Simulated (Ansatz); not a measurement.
# BHOS2 (SMILES SB1OS1): functionals against CCSD(T) at one geometry

An exercise on one series of results from a longer session: the logs are not shown, and one member is left open.

The runs use Ansatz 0.2.0, Gaussian basis; single points in def2-TZVPP.

Cores are frozen in the correlated methods.

### The system as given

SMILES `SB1OS1`, 5 atoms, charge 0, spin multiplicity 1.

Atoms are counted from 1 here; the program's logs count them from 0.

Bond lengths: S1–B2 1.787 Å, S1–H5 1.177 Å, B2–O3 1.304 Å, B2–S4 1.792 Å, O3–S4 1.927 Å. Angles: B2–S1–H5 101.8°, S1–B2–O3 139.5°, S1–B2–S4 145.0°, O3–B2–S4 75.2°, B2–O3–S4 64.0°, B2–S4–O3 40.9°.

Geometry (Å):

```xyz
5

S    -0.2280    1.1894   -0.9229
B     0.3195   -0.2509   -0.0181
O     1.2004   -1.2079   -0.1146
S    -0.0326   -1.3392    1.3611
H    -1.2063    1.4841   -0.3383
```

Set-up of the first run:

Contents of run/in.yaml:

```yaml
crystal:
  periodic: [false, false, false]
  atoms:
    - {symbol: S, position_ang: [-0.228000, 1.189400, -0.922900]}
    - {symbol: B, position_ang: [0.319500, -0.250900, -0.018100]}
    - {symbol: O, position_ang: [1.200400, -1.207900, -0.114600]}
    - {symbol: S, position_ang: [-0.032600, -1.339200, 1.361100]}
    - {symbol: H, position_ang: [-1.206300, 1.484100, -0.338300]}
basis:
  gaussian: {orbitals: def2-TZVPP}
correlation: {method: ccsd_t}
output: {forces: true}
```

The command line of these runs was not kept.

Steps of the session up to this table: CCSD(T)/def2-TZVPP; PBE0-D4/def2-TZVPP; wB97M-V/def2-TZVPP; r2SCAN-D4/def2-TZVPP; PBE-D4/def2-TZVPP; BHLYP-D4/def2-TZVPP; HSE06-D4/def2-TZVPP.

One table of the session follows, with a row left open; its other results are not shown here.

```
   method  RMS force component (eV/Å)  angle to CCSD(T) forces (°)  dipole (D)
  CCSD(T)                       2.605                    reference        2.21
  PBE0-D4                       2.650                          7.2        2.27
  wB97M-V                           ?                            ?           ?
r2SCAN-D4                       2.648                          3.3        2.21
   PBE-D4                       2.742                          1.3        2.14
 BHLYP-D4                       2.518                         12.9        2.44
 HSE06-D4                       2.650                          7.0        2.26
```

**Question.** Estimate the row for wB97M-V.

As computed: RMS force component (eV/Å): 2.583; angle to CCSD(T) forces (°): 7.5; dipole (D): 2.30. In the column «RMS force component (eV/Å)» it lies between BHLYP-D4 (2.518) and CCSD(T) (2.605).
